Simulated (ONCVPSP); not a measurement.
# An ONCV potential for copper, from input to tests

Task: generate the file, and judge it by its errors in other configurations, its logarithmic derivatives, its ghosts and its cutoff.

Method: ONCVPSP 4.0.1.1 (patched build), PBE, scalar-relativistic.

## Step 1: The design

The settings as typed:

| Quantity | Value |
| --- | --- |
| element | copper (Cu, Z = 29) |
| type | optimised norm-conserving Vanderbilt (ONCV) |
| frozen core | [Ne] |
| valence charge | 19 |
| reference configuration | 3s2 3p6 3d10 4s0.5 4p0.5 |
| partial waves | 3s+4s: rc 1.15 bohr, ncon 3, nbas 6, qcut 8.2 1/bohr, 3 projectors, debl 1.4 Ha; 3p+4p: rc 1.45 bohr, ncon 3, nbas 8, qcut 10.6 1/bohr, 2 projectors; 3d: rc 1.45 bohr, ncon 5, nbas 10, qcut 9.3 1/bohr, 2 projectors, debl 2.5 Ha |
| local potential | polynomial inside 0.75 bohr (lpopt 5, dvloc0 6 Ha) |
| core correction | Teter function, fcfact 3.75, rcfact 1.15 |

## Step 2: Generating the potential

Contents of Cu.dat:

```
# ATOM AND REFERENCE CONFIGURATION
# atsym  z   nc   nv     iexc    psfile
  Cu 29.00    3    5        4      upf
#
#   n    l    f
    1    0    2.00
    2    0    2.00
    2    1    6.00
    3    0    2.00
    3    1    6.00
    3    2   10.00
    4    0    0.50
    4    1    0.50
#
# PSEUDOPOTENTIAL AND OPTIMIZATION
# lmax
    2
#
#   l,   rc,      ep,       ncon, nbas, qcut
    0    1.15    0.00    3    6    8.20
    1    1.45    0.00    3    8   10.60
    2    1.45    0.00    5   10    9.30
#
# LOCAL POTENTIAL
# lloc, lpopt,  rc(5),   dvloc0
    4    5    0.75    6.00
#
# VANDERBILT-KLEINMAN-BYLANDER PROJECTORs
# l, nproj, debl
    0    3    1.40
    1    2    2.90
    2    2    2.50
#
# MODEL CORE CHARGE
# icmod, fcfact, rcfact
    3    3.75    1.15
#
# LOG DERIVATIVE ANALYSIS
# epsh1, epsh2, depsh
   -6.00    5.00    0.04
#
# OUTPUT GRID
# rlmax, drl
    6.00    0.01
#
# TEST CONFIGURATIONS
# ncnf
    4
# nvcnf
#   n    l    f
    5
    3    0    2.00
    3    1    6.00
    3    2   10.00
    4    0    1.00
    4    1    0.00
#
    5
    3    0    2.00
    3    1    6.00
    3    2   10.00
    4    0    0.00
    4    1    0.00
#
    5
    3    0    2.00
    3    1    6.00
    3    2    9.00
    4    0    0.00
    4    1    0.00
#
    5
    3    0    1.00
    3    1    6.00
    3    2   10.00
    4    0    1.00
    4    1    0.00
#
```

Command:

```console
oncvpsp.x < Cu.dat > Cu.out
```

**Question.** What will these runs give? Wanted: cutoffs for 1 and 0.1 mHa per electron, occupied waves; bound ghosts; GHOST(+) flags; largest test error; largest phase difference near zero energy, channels read; rms error of d²Exc/dn², without and with the model core.

The runs gave:

| quantity | value |
| --- | --- |
| cutoffs for 1 and 0.1 mHa per electron, occupied waves | 44 Ha and 164 Ha |
| bound ghosts | none found |
| GHOST(+) flags | none at low energy |
| largest test error (AE − PS) | -610 meV, for 3s1 3p6 3d10 4s1 4p0 (1 test unsolved) |
| largest phase difference near zero energy, channels read | 0.000 rad |
| rms error of d²Exc/dn², without and with the model core | 3.27 and 0.75 mHa |

**Reading.** By total energies transferability is poor: the largest error is 610 meV on 120.2 eV, for 3s1 3p6 3d10 4s1 4p0. That test lies far up in energy; among those under 40 eV, nearer to bonding, the largest error is 2.9 meV. Of the tests 1 gave no usable energy difference, which is a warning in itself. The potential is hard: the looser tolerance needs 44 Ha. The tighter tolerance needs 164 Ha, and converged work needs a cutoff nearer that. At the looser tolerance the 3d wave is the slowest; 3p needs 37 Ha. No bound ghost shows below the valence levels. Near zero energy the phases of the channels with partial waves agree within 0.001 rad. All of this concerns the isolated atom, not yet a solid.
